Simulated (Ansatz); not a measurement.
# SrAsPt: the cost of one run

Program: Ansatz 0.2.0, driven from Python. Level of theory: DFT PBEsol, plane waves, PAW. These are calculated values, not measurements.

## 1. The structure

It takes space group P6_3/mmc (No. 194, hexagonal). Conventional cell: a = 4.258 Å, b = 4.258 Å, c = 9.063 Å, α = 90.00°, β = 90.00°, γ = 120.00°. Sr (site symmetry -3m) is surrounded by 6 As at 3.34 Å and 6 Pt at 3.34 Å. As (site symmetry -6m2) is surrounded by 3 Pt at 2.46 Å and 6 Sr at 3.34 Å. Pt (site symmetry -6m2) has 3 As at 2.46 Å as nearest neighbours.

sraspt.extxyz, read by the script:

```xyz
6
Lattice="4.25751441 0.0 0.0 -2.1287572 3.68711564 0.0 0.0 0.0 9.06349631" Properties=species:S:1:pos:R:3 pbc="T T T"
Sr    0.00000000    0.00000000    4.53174815
Sr    0.00000000    0.00000000    0.00000000
As   -0.00000002    2.45807710    6.79762223
As    2.12875723    1.22903853    2.26587408
Pt   -0.00000002    2.45807710    2.26587408
Pt    2.12875723    1.22903853    6.79762223
```

## 2. The script

Input file vcrelax_sraspt.py:

```python
# -*- coding: utf-8 -*-
"""Variable-cell relaxation of SrAsPt."""

import json
import warnings

import ansatz as az
from ase import Atoms
from ase.neighborlist import neighbor_list
import matplotlib.pyplot as plt
import numpy as np

def edges_and_angles(cell):
    cell = np.asarray(cell)
    a, b, c = np.linalg.norm(cell, axis=1)
    cosines = cell[1] @ cell[2] / (b * c), cell[0] @ cell[2] / (a * c), cell[0] @ cell[1] / (a * b)
    return (a, b, c, *np.degrees(np.arccos(cosines)))


def main():
    warnings.simplefilter("ignore", az.DeckWarning)

    sraspt = az.Crystal.from_extxyz("sraspt.extxyz")

    # part of the cell is held
    calc = (
        sraspt.calculation()
        .functional("pbesol")
        .basis(470)
        .kpoints(mesh=(7, 7, 3))
        .occupations("cold", width=0.1)
        .scf(tolerance=1e-10)
        .relax(fix_cell=["c/a", "angles"], stress_tolerance=0.05)
    )
    out = calc.run(threads=1, events_out="sraspt.ndjson")
    with open("sraspt.ndjson") as stream:
        events = [json.loads(line) for line in stream]
    steps = [e["data"] for e in events if e["event"] == "relax_step"]
    rep = out.report
    for s in steps:
        flag = "" if s["accepted"] else "  (rejected)"
        print("step %2d  E = %.5f eV  largest force component = %.4f eV/A%s" % (s["step"], s["lagrangian_ev"], s["allowed_force_max_ev_ang"], flag))

    first, last = steps[0], steps[-1]
    symbols = [site.symbol for site in out.lattice.sites]
    print(f"energy gained {first['lagrangian_ev'] - last['lagrangian_ev']:.4f} eV in {len(steps) - 1} steps")
    for label, vectors in (("before", first["cell_ang"]), ("after", out.lattice.cell_ang)):
        print(label, "a b c (A) {:.4f} {:.4f} {:.4f}  angles {:.2f} {:.2f} {:.2f}".format(*edges_and_angles(vectors)), f" V = {abs(np.linalg.det(vectors)):.3f} A^3")
    print("final stress xx yy zz (GPa, compression positive):", np.round(np.diag(rep["stress_gpa"]), 3) + 0.0)

    final = Atoms(symbols, positions=last["positions_ang"], cell=out.lattice.cell_ang, pbc=True)
    i, j, d = neighbor_list("ijd", final, 4.5)
    print("neighbours within 1.15 times the shortest distance of each atom (A)")
    for atom in range(len(final)):
        near = [m for m in np.argsort(d) if i[m] == atom]
        shell = [m for m in near if d[m] < 1.15 * d[near[0]]]
        print(f"{symbols[atom]}{atom} ({len(shell)}):", ", ".join(f"{symbols[j[m]]} {d[m]:.3f}" for m in shell))

    change = np.array(last["positions_ang"]) @ np.linalg.inv(last["cell_ang"]) - np.array(first["positions_ang"]) @ np.linalg.inv(first["cell_ang"])
    moved = np.linalg.norm(change @ np.array(last["cell_ang"]), axis=1)
    print("displacement within the cell, strain taken out (A):", " ".join(f"{s}:{d:.3f}" for s, d in zip(symbols, moved)))

    fig, (top, bottom) = plt.subplots(2, 1, sharex=True, figsize=(4.5, 4))
    top.plot([s["lagrangian_ev"] - last["lagrangian_ev"] for s in steps], "o-")
    top.set_ylabel("E - E(final) (eV)")
    bottom.semilogy([max(s["allowed_force_max_ev_ang"], 1e-6) for s in steps], "s-")
    bottom.set(xlabel="step", ylabel="largest force (eV/A)")
    fig.tight_layout()
    fig.savefig("relax.png", dpi=100)

    energy = rep["free_energy_ev"]
    print("F of the SrAsPt cell: {:.6f} eV = {:.6f} Ry = {:.6f} Ha".format(energy, energy / 13.605693, energy / 27.211386))
    print("Fermi level {:.4f} eV, {} k-points, {} symmetry operations".format(rep["fermi_energy_ev"], rep["n_kpoints"], rep["n_symmetry_ops"]))


if __name__ == "__main__":
    main()
```

## 3. The input behind the calls

The package turns the script's settings into the engine's input:

```yaml
crystal:
  lattice:
    - [4.25751441, 0.0, 0.0]
    - [-2.1287572, 3.68711564, 0.0]
    - [0.0, 0.0, 9.06349631]
  atoms:
    - { symbol: Sr, position: [0.0, 0.0, 0.49999999944833656] }
    - { symbol: Sr, position: [0.0, 0.0, 0.0] }
    - { symbol: As, position: [0.3333333287568764, 0.6666666684747647, 0.7499999997241683] }
    - { symbol: As, position: [0.6666666698870501, 0.33333332881308814, 0.25000000027583175] }
    - { symbol: Pt, position: [0.3333333287568764, 0.6666666684747647, 0.25000000027583175] }
    - { symbol: Pt, position: [0.6666666698870501, 0.33333332881308814, 0.7499999997241683] }
basis:
  ecutwfc: 470.0
kpoints:
  mp_grid:
    grid: [7, 7, 3]
hamiltonian:
  xc: pbesol
scf:
  convergence:
    dr2_threshold: 1.0e-10
  occupations:
    method: cold
    width: 0.1
relax:
  cell:
    stress_tol: 0.05
    fix: [c/a, angles]
```

## 4. Running it

Started as:

```bash
$ python vcrelax_sraspt.py
```

Q: Estimate wall time and peak memory on 1 thread of Arm Neoverse V1, shared host.

About 1.8 min, with a peak of 0.77 GiB.
